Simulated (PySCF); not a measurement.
# [HfF3(H2O)]+: other functionals and bases at one geometry

How far do other levels of theory move the description of [HfF3(H2O)]+, and what does each cost? The species was built from a template and needn't be a known compound.

The runs use PySCF 2.14.0; several levels, as the steps say, no spin–orbit coupling.

## Step 1: Where the work starts

7 atoms, charge 1, spin multiplicity 1.

Bond lengths: Hf1–F2 1.873 Å, Hf1–F3 1.871 Å, Hf1–F4 1.873 Å, Hf1–O5 2.185 Å, O5–H6 0.976 Å, O5–H7 0.976 Å. Angles: F2–Hf1–F3 111.9°, F2–Hf1–F4 114.1°, F2–Hf1–O5 105.1°, F3–Hf1–F4 111.9°, F3–Hf1–O5 108.1°, F4–Hf1–O5 105.1°, Hf1–O5–H6 126.6°, Hf1–O5–H7 126.6°, H6–O5–H7 106.7°.

Geometry (Å):

```xyz
7
charge 1, multiplicity 1
Hf    0.02917   -0.04062    0.04062
F     1.04141    1.14909    1.07332
F    -1.10121   -1.09529    1.09529
F     1.04141   -1.07332   -1.14909
O    -1.21741    1.22846   -1.22846
H    -1.54814    2.12088   -1.01362
H    -1.54814    1.01362   -2.12088
```

Formal oxidation states: Hf +4. An earlier session relaxed this geometry at PBE0, Hf def2-SVP with ECP60, F def2-SVP, O def2-SVP, H def2-SVP (singlet, point group Cs).

At PBE0 on the finer grid: E = -423.312970 Eh, HOMO -16.94 eV, LUMO -6.73 eV, Mulliken charge on Hf1 +1.57 e, largest force component 0.022 eV/Å. 

Levels to run: M06-L; CAM-B3LYP; PBE0, TZVP. Hardware: 2 threads of Intel Xeon Platinum 8488C (Sapphire Rapids), shared host.

## Step 2: M06-L

run.py (the lines that set the calculation) reads:

```python
mol = gto.M(atom='''
Hf     0.02917    -0.04062     0.04062
F      1.04141     1.14909     1.07332
F     -1.10121    -1.09529     1.09529
F      1.04141    -1.07332    -1.14909
O     -1.21741     1.22846    -1.22846
H     -1.54814     2.12088    -1.01362
H     -1.54814     1.01362    -2.12088''',
    basis={'Hf': 'def2-SVP', 'F': 'def2-SVP', 'O': 'def2-SVP', 'H': 'def2-SVP'},
    ecp={'Hf': 'def2-SVP'},
    charge=1, spin=0)
mf = dft.RKS(mol, xc='M06L')
mf.grids.atom_grid = (75, 302)
mf = mf.density_fit()  # fitting sets: Hf def2-universal-JKFIT, F def2-universal-JKFIT, O def2-universal-JKFIT, H def2-universal-JKFIT
mf.conv_tol = 1e-08; mf.max_cycle = 55
mf.kernel(dm0)  # dm0: the density of the relaxed state
```

Launch:

```console
OMP_NUM_THREADS=2 python run.py
```

## Step 3: CAM-B3LYP

Changes to run.py (the lines that set the calculation) since step 2:

```diff
@@ -11,3 +11,3 @@
     charge=1, spin=0)
-mf = dft.RKS(mol, xc='M06L')
+mf = dft.RKS(mol, xc='CAMB3LYP')
 mf.grids.atom_grid = (75, 302)
```

## Step 4: PBE0, TZVP

Basis: Hf def2-TZVP with ECP60, F def2-TZVP, O def2-TZVP, H def2-TZVP. 

Changes to run.py (the lines that set the calculation) since step 3:

```diff
@@ -8,6 +8,6 @@
 H     -1.54814     1.01362    -2.12088''',
-    basis={'Hf': 'def2-SVP', 'F': 'def2-SVP', 'O': 'def2-SVP', 'H': 'def2-SVP'},
-    ecp={'Hf': 'def2-SVP'},
+    basis={'Hf': 'def2-TZVP', 'F': 'def2-TZVP', 'O': 'def2-TZVP', 'H': 'def2-TZVP'},
+    ecp={'Hf': 'def2-TZVP'},
     charge=1, spin=0)
-mf = dft.RKS(mol, xc='CAMB3LYP')
+mf = dft.RKS(mol, xc='PBE0')
 mf.grids.atom_grid = (75, 302)
@@ -15,2 +15,2 @@
 mf.conv_tol = 1e-08; mf.max_cycle = 55
-mf.kernel(dm0)  # dm0: the density of the relaxed state
+mf.kernel(dm0)  # dm0: free metal ions and neutral atoms
```

**Question.** What will these runs give? Wanted: for each run, HOMO; gap; charge on Hf1; dipole; largest force.

The runs gave:

| level | state | HOMO (eV) | gap (eV) | charge on Hf1 (e) | dipole (D) | largest force (eV/Å) | basis functions | time |
| --- | --- | --- | --- | --- | --- | --- | --- | --- |
| PBE0 (relaxed here) | singlet | -16.94 | 10.21 | 1.57 | 8.07 | 0.02 | 98 | 12 s |
| M06-L | singlet | -15.35 | 7.99 | 1.69 | 7.94 | 0.18 | 98 | 6.8 s |
| CAM-B3LYP | singlet | -18.41 | 12.60 | 1.53 | 8.14 | 0.13 | 98 | 5.5 s |
| PBE0, TZVP | singlet | -16.99 | 10.27 | 1.78 | 8.01 | 0.22 | 176 | 10 s |

Times are on 2 threads of Intel Xeon Platinum 8488C (Sapphire Rapids), shared host; the first row also made further properties. The dipole of a charged species depends on the origin, so these sizes hold for this origin alone.

In one basis the HOMO–LUMO gap runs from 7.99 eV (M06-L) to 12.60 eV (CAM-B3LYP); the widest gap comes with exact exchange. The largest leftover force, 0.22 eV/Å with PBE0, TZVP, stands at a geometry relaxed at another level. The Mulliken charge on Hf spans +1.53 to +1.78 e over the levels. Total energies of different levels can't be compared. Spin–orbit coupling is left out throughout.
